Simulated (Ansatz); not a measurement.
# Cr: the cost of one run

Method: DFT r2SCAN, scalar-relativistic, plane waves, PAW, in Ansatz 0.2.0.

1 further run of the same task is left out (set aside as unsound or not needed). Runs told in other sessions of the task aren't counted.

### 1 The system as given

It takes space group P6_3/mmc (No. 194, hexagonal). The conventional cell has a = 3.682 Å, b = 3.682 Å, c = 5.697 Å, α = 90.00°, β = 90.00°, γ = 120.00°. Y (site symmetry -6m2) has 12 Y at 3.55 to 3.68 Å in its first shell of neighbours.

As a file:

```xyz
2
Lattice="3.6822 0.0000 0.0000 -1.8411 3.1889 0.0000 0.0000 0.0000 5.6970" Properties=species:S:1:pos:R:3 pbc="T T T"
Y     0.0000    2.1259    1.4242
Y     1.8411    1.0630    4.2727
```

It is the result of an earlier relaxation at this level (volume 33.45 Å³/atom; gap on the mesh: none (metal)).

### 2 Swap Y → Cr

Cr starts from the relaxed positions of Y, with all lengths scaled by 0.805, a guess from tabulated radii. Atoms that may carry a moment start with parallel spins.

### 3 Quick check of gap, pressure and forces (Cr)

input.yaml reads:

```yaml
crystal:
  lattice:
    - [2.9650574707, 0.0, 0.0]
    - [-1.4825287353, 2.5678150933, 0.0]
    - [0.0, 0.0, 4.587409029]
  atoms:
    - { symbol: Cr, position: [0.3333333333, 0.6666666667, 0.25], spin: 3.0 }
    - { symbol: Cr, position: [0.6666666667, 0.3333333333, 0.75], spin: 3.0 }
basis:
  ecutwfc: 500
kpoints:
  mp_grid: { grid: [6, 6, 4] }
hamiltonian:
  xc: r2scan
scf:
  occupations: { method: gaussian, width: 0.1 }
  lower_state_search: "off"
output:
  forces: true
  stress: true
  eigenvalues: true
  populations: true
magnetization:
  spin_polarized: true
```

Launch:

```sh
> ansatz run input.yaml --threads 1 --pin off --max-ram 2560MiB --backend cpu --events-out ev --progress --plain --runs-dir out
```

Q: Estimate wall time and peak memory on 1 thread of AMD EPYC 9R45 (Zen 5), shared host.

About 6 s, with a peak of 0.45 GiB.
